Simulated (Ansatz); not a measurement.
# NbH: a single-point run

Aim: a sound single-point run of NbH. The structure is shown as the input types it.

Method: Kohn-Sham DFT, with the functional, basis and potentials that each input names (as first typed), in Ansatz 0.2.0.

## (1) Starting point

Symmetry: Cmme, No. 67, orthorhombic system. Conventional cell: a = 3.691 Å, b = 4.786 Å, c = 4.804 Å, α = 90.00°, β = 90.00°, γ = 90.00°. Around Nb (site symmetry mm2) lie 4 H at 1.99 Å. H (site symmetry 222) is surrounded by 2 H at 1.85 Å and 4 Nb at 1.99 Å.

As a file:

```cif
data_structure
_symmetry_space_group_name_H-M 'P 1'
_symmetry_Int_Tables_number 1
_cell_length_a 3.0221
_cell_length_b 3.0221
_cell_length_c 4.8042
_cell_angle_alpha 90.000
_cell_angle_beta 90.000
_cell_angle_gamma 104.729
_cell_volume 42.43
loop_
_atom_site_label
_atom_site_type_symbol
_atom_site_fract_x
_atom_site_fract_y
_atom_site_fract_z
_atom_site_occupancy
Nb1 Nb 0.75000 0.25000 0.26884 1
Nb2 Nb 0.25000 0.75000 0.73116 1
H1 H 0.25000 0.25000 0.00000 1
H2 H 0.75000 0.75000 0.00000 1
```

## (2) The calculation

The input, input.yaml:

```yaml
crystal:
  lattice:
    - [1.84536657, -2.39320053, 0.0]
    - [1.84536657, 2.39320053, 0.0]
    - [0.0, 0.0, 4.80422915]
  atoms:
    - { symbol: Nb, position: [0.75, 0.25, 0.26883888] }
    - { symbol: Nb, position: [0.25, 0.75, 0.73116112] }
    - { symbol: H, position: [0.25, 0.25, 0.0] }
    - { symbol: H, position: [0.75, 0.75, 0.0] }
kpoints:
  mp_grid: { grid: [11, 11, 7] }
  band_path:
    path:
      - [0.0, 0.0, 0.0]
      - [-0.5, 0.5, 0.0]
      - [-0.3986439117, 0.6013560883, 0.0]
      - [0.3986439117, 0.3986439117, 0.0]
      - [0.0, 0.0, 0.0]
      - [0.0, 0.0, 0.5]
      - [0.3986439117, 0.3986439117, 0.5]
      - [-0.3986439117, 0.6013560883, 0.5]
      - [-0.5, 0.5, 0.5]
    npoints: 14
scf:
  occupations: { method: fermi_dirac, width: 0.03 }
  max_iter: 60
hamiltonian:
  xc: lda
  pseudopotentials: { kind: paw }
  hubbard: { sites: [{ species: H, l: f, u_eff: 30.0 }] }
output:
  forces: true
  stress: true
  eigenvalues: true
  efg: { contact_densities: true }
  populations: true
```

Run with:

```bash
$ ansatz run input.yaml --threads 1 --pin off --max-ram 4096MiB --backend cpu --events-out ev --progress --plain --runs-dir out
```

What happens when this is run?

The run ended at the input check. The line that matters: «inconsistent input (hamiltonian.hubbard.sites[].l, hamiltonian.hubbard.sites[].shell): the file of H doesn't list 4f, and it can't be added: PBE doesn't bind the shell 4f of the free atom, whose level lies at +1.14 eV ...»

Look at the input: hamiltonian.hubbard.sites is [{species: H, l: f, u_eff: 30.0}]. There is no such shell to put a U on.

Fix: delete hamiltonian.hubbard.sites.
